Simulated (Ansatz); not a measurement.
# H8InNO3Si: small, medium and large basis sets

How large a basis does H8InNO3Si need? Two functionals are run in growing sets.

The runs use Ansatz 0.2.0, Gaussian basis; one geometry, several basis sets.

Levels to be run: PBE0-D4/def2-SVP; ωB97M-V/def2-SVP; PBE0-D4/def2-QZVPP; ωB97M-V/def2-QZVPP; the functionals' def2-TZVPP values are taken from earlier runs.

### Step 1. The geometry

The geometry comes from an earlier relaxation with PBE0-D4 in a triple-zeta def2 set; it is a stationary point, not always the lowest conformer. In takes the def2 core potential; no spin-orbit term is included.

SMILES `[OH][In-]([OH])([OH])[NH2+][SiH3]`, 14 atoms, charge 0, spin multiplicity 1.

Atoms are counted from 1 here; the program's logs count them from 0.

Bond lengths: O1–In2 1.998 Å, O1–H7 0.960 Å, In2–O3 2.006 Å, In2–O4 1.998 Å, In2–N5 2.313 Å, O3–H8 0.960 Å, O4–H9 0.959 Å, N5–Si6 1.786 Å, N5–H10 1.016 Å, N5–H11 1.016 Å, Si6–H12 1.476 Å, Si6–H13 1.489 Å, Si6–H14 1.475 Å. Angles: In2–O1–H7 112.2°, O1–In2–O3 118.7°, O1–In2–O4 119.7°, O1–In2–N5 98.0°, O3–In2–O4 118.7°, O3–In2–N5 92.9°, O4–In2–N5 96.2°, In2–O3–H8 112.7°, In2–O4–H9 112.6°, In2–N5–Si6 112.9°, In2–N5–H10 103.9°, In2–N5–H11 104.8°, Si6–N5–H10 113.5°, Si6–N5–H11 113.5°, H10–N5–H11 107.5°, N5–Si6–H12 107.5°, N5–Si6–H13 108.5°, N5–Si6–H14 107.5° and more.

### Step 2. PBE0-D4 in def2-SVP

Input file in.yaml:

```yaml
crystal:
  periodic: [false, false, false]
  atoms:
    - {symbol: O, position_ang: [-2.102609, -1.676428, 0.524725]}
    - {symbol: In, position_ang: [-0.505109, -0.619093, 1.091129]}
    - {symbol: O, position_ang: [1.321944, -1.362340, 0.727011]}
    - {symbol: O, position_ang: [-0.702377, 0.801483, 2.482750]}
    - {symbol: N, position_ang: [-0.411740, 0.817848, -0.719038]}
    - {symbol: Si, position_ang: [1.121222, 0.693789, -1.626473]}
    - {symbol: H, position_ang: [-1.882677, -2.589699, 0.328980]}
    - {symbol: H, position_ang: [1.946925, -1.170028, 1.429204]}
    - {symbol: H, position_ang: [-1.507089, 0.705116, 2.996194]}
    - {symbol: H, position_ang: [-0.567750, 1.734902, -0.310012]}
    - {symbol: H, position_ang: [-1.230561, 0.588760, -1.274996]}
    - {symbol: H, position_ang: [2.209386, 1.100600, -0.716598]}
    - {symbol: H, position_ang: [1.066430, 1.635459, -2.778156]}
    - {symbol: H, position_ang: [1.231007, -0.689669, -2.126019]}
basis:
  gaussian: {orbitals: def2-SVP}
hamiltonian: {xc: pbe0, dispersion: d4}
output: {orbitals: {seedname: orbitals}}
```

Run with:

```sh
> ansatz run in.yaml --threads 4 --pin off --events-out ev --progress --plain --max-ram 11315MiB
```

Further steps of the session: ωB97M-V in def2-SVP; PBE0-D4 in def2-QZVPP; ωB97M-V in def2-QZVPP.

**Question.** What will the summary of the whole plan be? Wanted: PBE0-D4: double and triple zeta above quadruple; ωB97M-V: double and triple zeta above quadruple.

**Answer**, as computed:

| quantity | value |
| --- | --- |
| PBE0-D4: double and triple zeta above quadruple | 13.80, 0.81 eV |
| ωB97M-V: double and triple zeta above quadruple | 14.04, 0.76 eV |

**Reading.** PBE0-D4 gains 12.99 eV from double to triple zeta, then 0.81 eV more. These are total energies; as a rule much of such shifts cancels in differences, which this series doesn't test. The LUMO of ωB97M-V is positive and keeps falling with the basis (1.23 to 0.37 eV): an unbound level that the basis holds in place.
